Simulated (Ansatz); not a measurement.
# CH6BNSi: the cost of one run

Program: Ansatz 0.2.0, driven from Python. Level of theory: Hartree-Fock/cc-pVDZ. These are calculated values, not measurements.

## 1. The system

Bond lengths: C1–N2 1.406 Å, N2–B3 1.551 Å, N2–Si4 1.720 Å, B3–Si4 2.033 Å, C1–H5 1.168 Å, C1–H6 1.124 Å, C1–H7 1.134 Å, B3–H8 1.143 Å, Si4–H9 1.499 Å, Si4–H10 1.438 Å. Angles (14 of 18 angles, heavy atoms first): C1–N2–B3 110.2°, C1–N2–Si4 112.4°, B3–N2–Si4 76.7°, N2–B3–Si4 55.4°, N2–Si4–B3 47.9°, N2–C1–H5 115.4°, N2–C1–H6 114.1°, N2–C1–H7 111.8°, N2–B3–H8 148.7°, Si4–B3–H8 155.8°, N2–Si4–H9 114.0°, N2–Si4–H10 118.7°, B3–Si4–H9 102.6°, B3–Si4–H10 107.8°.

No structure file is read: the coordinates are typed or built in the script.

## 2. The code

Contents of ch6bnsi.py:

```python
'''Harmonic frequencies of CH6BNSi at its relaxed geometry.'''

import itertools
import warnings

import ansatz as az
from ase import Atoms
from ase.data import atomic_numbers, covalent_radii
import numpy as np

warnings.simplefilter('ignore', az.DeckWarning)

atoms = Atoms(['C', 'N', 'B', 'Si', 'H', 'H', 'H', 'H', 'H', 'H'], positions=[
    [0.1221, 1.2782, 0.0342],
    [0.6967, 0.042, 0.38],
    [-0.3587, -0.8668, 1.0621],
    [0.3978, -1.1727, -0.8002],
    [-0.9781, 1.2275, -0.3557],
    [0.674, 1.8313, -0.7733],
    [0.1073, 1.9952, 0.9124],
    [-0.9783, -1.1171, 1.9893],
    [-0.7815, -0.891, -1.6811],
    [1.1817, -2.3776, -0.7647],
])
molecule = az.Crystal.molecule_from_ase(atoms)

calculation = (
    molecule.calculation()
    .basis(gaussian='cc-pVDZ')
    .functional('HF')
    .scf(lower_state_search='standard')
)
symbols = [site.symbol for site in molecule.cartesian_sites]
start = np.array([site.position_ang for site in molecule.cartesian_sites], dtype=float)
rep = calculation.relax(force_tolerance=0.003).run(threads=1).report
end = np.array(rep['positions_ang'])

# pairs closer than 1.2 times the sum of covalent radii, before or after
radius = [covalent_radii[atomic_numbers[s]] for s in symbols]
span = lambda where, i, j: np.linalg.norm(where[i] - where[j])
bonded = [(i, j) for i, j in itertools.combinations(range(len(symbols)), 2) if min(span(start, i, j), span(end, i, j)) < 1.2 * (radius[i] + radius[j])]
print('pair        before    after (A)')
for i, j in bonded:
    print(f'{symbols[i]}{i}-{symbols[j]}{j}'.ljust(10), f'{span(start, i, j):8.4f} {span(end, i, j):8.4f}')
for first, second in list(itertools.combinations(bonded, 2)):
    shared = set(first) & set(second)
    if shared and symbols[(j := shared.pop())] != 'H':
        i, k = sorted((set(first) | set(second)) - {j})
        u, v = end[i] - end[j], end[k] - end[j]
        angle = np.degrees(np.arccos(np.clip(u @ v / np.linalg.norm(u) / np.linalg.norm(v), -1, 1)))
        print(f'final angle {symbols[i]}{i}-{symbols[j]}{j}-{symbols[k]}{k}: {angle:.2f} deg')

# frequencies need a stationary point, so they are taken at the relaxed geometry
minimum = az.Crystal.molecule()
for symbol, place in zip(symbols, end):
    minimum = minimum.atom(symbol, place.tolist())
vibrating = minimum.calculation()
vibrating = vibrating.basis(gaussian='cc-pVDZ')
vibrating = vibrating.functional('HF')
vibrating = vibrating.scf(lower_state_search='standard')
vibrating = vibrating.phonons(temperatures=(100, 500, 100))
vib = vibrating.run(threads=1).report['vibrations']
sums = vib['harmonic_sums']
modes = [m['omega_inv_cm'] for m in sums['modes_at_gamma'] if m['rigid_motion'] == 'no']
print('frequencies (1/cm):', ' '.join(f'{w:.0f}' for w in modes))
print('imaginary modes:', sum(w < 0 for w in modes), ' zero-point energy:', round(sums['zero_point_energy_ev'], 4), 'eV')
print('T (K)   F_vib (eV)   S_vib (meV/K)   C_vib (meV/K)')
for row in zip(sums['temperatures_k'], sums['vibrational_free_energy_ev'], vib['entropy_ev_per_k'], vib['heat_capacity_ev_per_k']):
    print(f'{row[0]:6.1f} {row[1]:11.4f} {1000 * row[2]:13.4f} {1000 * row[3]:15.4f}')
```

## 3. The run

Run with:

```console
$ python ch6bnsi.py
```

What time and memory should one allow on 1 thread of Arm Neoverse V1, shared host?

About 2 min, with a peak of 0.24 GiB.
